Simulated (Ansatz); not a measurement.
## CH5B2ClSi, SMILES [SiH3]C1BB1Cl: harmonic frequencies at the relaxed geometry, step by step

Computed with Ansatz 0.2.0 through its Python package.

Interactive session:
```pycon
>>> import itertools
>>> import ansatz
>>> from ase import Atoms
>>> from ase.data import atomic_numbers, covalent_radii
>>> from ase.thermochemistry import IdealGasThermo
>>> import numpy as np
>>> BASIS = "6-31G*"
>>> FUNCTIONAL = "b3lyp"
>>> atoms = Atoms(["Si", "C", "B", "B", "Cl", "H", "H", "H", "H", "H"], positions=[
...     [-0.8271, -1.0114, 0.5899],
...     [0.4584, 0.3241, 0.4154],
...     [1.3546, 0.1016, -0.8118],
...     [0.2527, 1.369, -0.6985],
...     [-0.7413, 2.7913, -1.398],
...     [-1.9796, -0.4073, 1.3818],
...     [-1.3577, -1.3448, -0.7452],
...     [-0.285, -2.1371, 1.2393],
...     [0.96, 0.7463, 1.3664],
...     [2.2481, -0.4829, -1.3364],
... ])
>>> system = ansatz.Crystal.molecule_from_ase(atoms)
>>> job = (
...     system.calculation()
...     .basis(gaussian=BASIS)
...     .functional(FUNCTIONAL)
... )
>>> symbols = [site.symbol for site in system.cartesian_sites]
>>> start = np.array([site.position_ang for site in system.cartesian_sites], dtype=float)
>>> rep = job.relax(force_tolerance=0.003, max_steps=100).run().report

>>> end = np.array(rep["positions_ang"])
>>> radius = [covalent_radii[atomic_numbers[s]] for s in symbols]
>>> span = lambda where, i, j: np.linalg.norm(where[i] - where[j])
>>> bonded = [(i, j) for i, j in itertools.combinations(range(len(symbols)), 2) if min(span(start, i, j), span(end, i, j)) < 1.2 * (radius[i] + radius[j])]
>>> print("pair        before    after (A)")
pair        before    after (A)
>>> for i, j in bonded:
...     print(f"{symbols[i]}{i}-{symbols[j]}{j}".ljust(10), f"{span(start, i, j):8.4f} {span(end, i, j):8.4f}")
...
Si0-C1       1.8619   1.9197
Si0-H5       1.5233   1.4832
Si0-H6       1.4749   1.4838
Si0-H7       1.4081   1.4856
C1-B2        1.5358   1.5248
C1-B3        1.5411   1.5483
C1-H8        1.1551   1.0964
B2-B3        1.6832   1.6092
B2-H9        1.1896   1.1860
B3-Cl4       1.8709   1.7471
>>> minimum = ansatz.Crystal.molecule()
>>> for symbol, place in zip(symbols, end):
...     minimum = minimum.atom(symbol, place.tolist())
...
>>> vibrating = (
...     minimum.calculation()
...     .basis(gaussian=BASIS)
...     .functional(FUNCTIONAL)
...     .phonons(temperatures=(200, 600, 100))
... )
>>> vib = vibrating.run().report["vibrations"]
>>> sums = vib["harmonic_sums"]
>>> modes = [m["omega_inv_cm"] for m in sums["modes_at_gamma"] if m["rigid_motion"] == "no"]
>>> print("frequencies (1/cm):", " ".join(f"{w:.0f}" for w in modes))
frequencies (1/cm): 58 149 164 291 341 496 552 582 617 736 792 815 927 944 960 965 1042 1076 1305 2254 2269 2277 2744 3076
>>> print("imaginary modes:", sum(w < 0 for w in modes), " zero-point energy:", round(sums["zero_point_energy_ev"], 4), "eV")
imaginary modes: 0  zero-point energy: 1.5766 eV
>>> gas = IdealGasThermo(vib_energies=[w / 8065.544 for w in modes if w > 0], geometry="linear" if len(modes) == 3 * len(symbols) - 5 else "nonlinear",
...                      atoms=Atoms(symbols, positions=end), symmetrynumber=1, spin=0.0)
>>> print(f"H(298 K) - E = {gas.get_enthalpy(298.15, verbose=False):.4f} eV")
H(298 K) - E = 1.7916 eV
>>> print(f"S(298 K, 1 bar) = {96485.33 * gas.get_entropy(298.15, 1e5, verbose=False):.1f} J/(mol K) with symmetry number 1")
S(298 K, 1 bar) = 347.4 J/(mol K) with symmetry number 1
```

Notes:
- The settings weren't tested for convergence.
- The frequencies are harmonic and unscaled, in a modest basis. The result belongs to the one conformer reached from this start, and soft torsions count as harmonic oscillators.
- b3lyp holds the VWN-RPA fit, as in Gaussian; the form of ORCA and Turbomole is b3lyp5.
- The entropy takes a symmetry number of 1; a symmetric molecule's is lower by R ln(sigma).
- Wall time of the script: 5.1 min on 1 thread of Arm Neoverse V2 (shared host), peak memory 0.33 GiB.

(Lines on the test bed's own set-up are left out of the output.)
